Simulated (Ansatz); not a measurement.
Write a Python script for the Python package of Ansatz (0.2.0) that makes a formation energy from the elements of SnF4 and its elements. Settings (first run): PBEsol, PAW, cutoff 420 eV, Gaussian smearing of 0.02 eV.

`run_formation.py`:
```python
'''Heat of formation of SnF4 at zero temperature, after relaxing cells and atoms.'''

from collections import Counter
import logging
import sys

import ansatz as az
import numpy as np

logging.basicConfig(stream=sys.stdout, format='[%(levelname)s] %(message)s')
log = logging.getLogger('snf4')
log.setLevel(logging.INFO)

PHASES = {
    'SnF4': (
        [(-2.025, 2.025, 3.965), (2.025, -2.025, 3.965), (2.025, 2.025, -3.965)],
        [
            ('Sn', (0.0, 0.0, 0.0)),
            ('F', (0.237, 0.237, 0.0)),
            ('F', (0.763, 0.763, 0.0)),
            ('F', (0.5, 0.0, 0.5)),
            ('F', (0.0, 0.5, 0.5)),
        ],
    ),
    'Sn': (
        [(0.0, 3.233343, 3.233343), (3.233343, 0.0, 3.233343), (3.233343, 3.233343, 0.0)],
        [
            ('Sn', (0.0, 0.0, 0.0)),
            ('Sn', (0.25, 0.25, 0.25)),
        ],
    ),
    'F2': (
        [(9.0, 0.0, 0.0), (0.0, 9.5, 0.0), (0.0, 0.0, 10.0)],
        [
            ('F', (0.5, 0.5, 0.429)),
            ('F', (0.5, 0.5, 0.571)),
        ],
    ),
}


def build(vectors, sites):
    crystal = az.Crystal(lattice=az.Lattice.of(vectors))
    for symbol, position in sites:
        crystal = crystal.atom(symbol, position)
    return crystal

GASES = {'F2'}


def run_phase(name, crystal):
    calc = crystal.calculation()
    calc = calc.functional('PBEsol')
    calc = calc.basis(420).kpoints(spacing=0.16)
    calc = calc.occupations('gaussian', width=0.02)
    calc = calc.stress()
    if name in GASES:
        return calc.kpoints(1, 1, 1).relax(force_tolerance=0.01, max_steps=60).run()
    calc = calc.relax(force_tolerance=0.01, max_steps=60, cell=True)
    return calc.run()


def counts(outcome):
    return Counter(site.symbol for site in outcome.lattice.sites)

def formation_energy(outcome, mu):
    n = counts(outcome)
    return (outcome.report['energy_sigma0_ev'] - sum(k * mu[element] for element, k in n.items())) / sum(n.values())


def volume_per_atom(outcome):
    return abs(np.linalg.det(outcome.lattice.cell_ang)) / len(outcome.lattice.sites)


def main() -> None:
    phases = {name: build(*cell) for name, cell in PHASES.items()}

    done = {name: run_phase(name, crystal) for name, crystal in phases.items()}

    # chemical potentials of the elements at zero temperature
    references = {'Sn': 'Sn', 'F': 'F2'}
    mu = {element: done[name].report['energy_sigma0_ev'] / len(done[name].lattice.sites) for element, name in references.items()}

    target = done['SnF4']
    heat = formation_energy(target, mu)
    n = counts(target)
    print('cell content:', dict(n), ' volume', round(volume_per_atom(target), 3), 'A^3/atom')
    print('formation energy', round(heat, 4), 'eV/atom,', round(heat * sum(n.values()), 4), 'eV per cell')
    print('bound against the elements' if heat < 0 else 'unbound against the elements')
    # gas references are bare DFT energies, without zero-point or fitted corrections


if __name__ == '__main__':
    main()
```

Running `python run_formation.py` prints:
```text
DeckWarning: output.stress: scf.convergence.dr2_threshold = 1e-7 eV (the SCF's general default) is looser than the 2e-10 eV advised for a printed stress (1e-10 eV for each atom of the cell: 2). What [...]
cell content: {<Element.SN: 'Sn'>: 1, <Element.F: 'F'>: 4}  volume 13.747 A^3/atom
formation energy -2.3806 eV/atom, -11.9028 eV per cell
bound against the elements
```
(Warnings from the package without file and line, shortened.)

Notes:
- Total energies depend on the potentials; only differences at equal settings carry meaning.
- For the metals among these phases the mesh is modest: differences between phases can be off by up to 40 meV an atom.
- The cells come from databases of deposited and of computed structures, and not all need be stable phases.
- The compound is the structure given, not necessarily its lowest; energies are at zero temperature, with no correction for gases. A semilocal functional's error on such energies is often 0.05 to 0.1 eV an atom, and 0.1 to 0.3 eV against gases such as O2 or F2.
- Run time: 3 min on 1 thread of Arm Neoverse V2 (shared host), peak memory 0.74 GiB.
